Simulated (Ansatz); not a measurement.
# BaZnAsF: the cost of one run

Program: Ansatz 0.2.0, driven from Python. The levels of theory stand in the script. These are calculated values, not measurements.

## (1) The structure

The structure is tetragonal, space group P4/nmm (No. 129). Conventional cell: a = 4.299 Å, b = 4.299 Å, c = 9.622 Å, α = 90.00°, β = 90.00°, γ = 90.00°. Ba (site symmetry 4mm) is surrounded by 4 F at 2.67 Å. Zn (site symmetry -4m2) has 4 As at 2.63 Å in its first shell of neighbours. Around As (site symmetry 4mm) lie 4 Zn at 2.63 Å. F (site symmetry -4m2) has 4 Ba at 2.67 Å in its first shell of neighbours.

No structure file is read: the coordinates are typed or built in the script.

## (2) The code

baznasf_lattice.py

```python
"""How the lattice of BaZnAsF depends on the functional."""

import ansatz as az
from ase import Atoms
import numpy as np

def edges_and_angles(cell):
    cell = np.asarray(cell)
    a, b, c = np.linalg.norm(cell, axis=1)
    cosines = cell[1] @ cell[2] / (b * c), cell[0] @ cell[2] / (a * c), cell[0] @ cell[1] / (a * b)
    return (a, b, c, *np.degrees(np.arccos(cosines)))

atoms = Atoms(
    ["Ba", "Ba", "Zn", "Zn", "As", "As", "F", "F"],
    scaled_positions=[
        [0.0, 0.5, 0.835487],
        [0.5, 0.0, 0.164513],
        [0.5, 0.5, 0.5],
        [0.0, 0.0, 0.5],
        [0.0, 0.5, 0.343389],
        [0.5, 0.0, 0.656611],
        [0.5, 0.5, 0.0],
        [0.0, 0.0, 0.0],
    ],
    cell=[
        [4.299233, 0.0, 0.0],
        [0.0, 4.299233, 0.0],
        [0.0, 0.0, 9.621694],
    ],
    pbc=True,
)
crystal = az.Crystal.from_ase(atoms)

model = (
    crystal.calculation()
    .basis(17 * az.Ha)
    .kpoints(6, 6, 4)
    .occupations(az.OccupationsMethod.FIXED)
    .relax(cell=True, force_tolerance=0.01)
)

levels = [("pbesol", "d3bj"), ("blyp", "d3bj"), ("lda", "none")]
print("level            a       b       c    alpha   beta  gamma  V/atom  steps")
for name, dispersion in levels:
    seen = []
    run = model.functional(name, dispersion=dispersion).session().plan()
    done = run.execute(on_event=lambda e: seen.append(e) if e["event"] == "relax_step" else None)
    cell = done.lattice.cell_ang
    label = name if dispersion == "none" else f"{name}+{dispersion}"
    print("{:13s} {:7.4f} {:7.4f} {:7.4f} {:6.2f} {:6.2f} {:6.2f}".format(label, *edges_and_angles(cell)), f"{abs(np.linalg.det(cell)) / len(done.lattice.sites):7.3f} {len(seen):5d}")
```

## (3) The input behind the calls

The engine receives this input (first run):

```yaml
crystal:
  lattice:
    - [4.299233, 0.0, 0.0]
    - [0.0, 4.299233, 0.0]
    - [0.0, 0.0, 9.621694]
  atoms:
    - { symbol: Ba, position: [0.0, 0.5, 0.835487] }
    - { symbol: Ba, position: [0.5, 0.0, 0.164513] }
    - { symbol: Zn, position: [0.5, 0.5, 0.5] }
    - { symbol: Zn, position: [0.0, 0.0, 0.5] }
    - { symbol: As, position: [0.0, 0.5, 0.343389] }
    - { symbol: As, position: [0.5, 0.0, 0.656611] }
    - { symbol: F, position: [0.5, 0.5, 0.0] }
    - { symbol: F, position: [0.0, 0.0, 0.0] }
basis:
  ecutwfc: 462.593566181796
kpoints:
  mp_grid:
    grid: [6, 6, 4]
hamiltonian:
  xc: pbesol
  dispersion: d3bj
scf:
  occupations:
    method: fixed
relax:
  f_tol: 0.01
  cell: {}
```

## (4) Launch

The run is started by

```console
$ python baznasf_lattice.py
```

**Question.** How long does this script take on 1 thread of Intel Xeon 6975P-C (Granite Rapids), shared host, and how much memory does it need?

About 4.1 min, with a peak of 0.73 GiB.
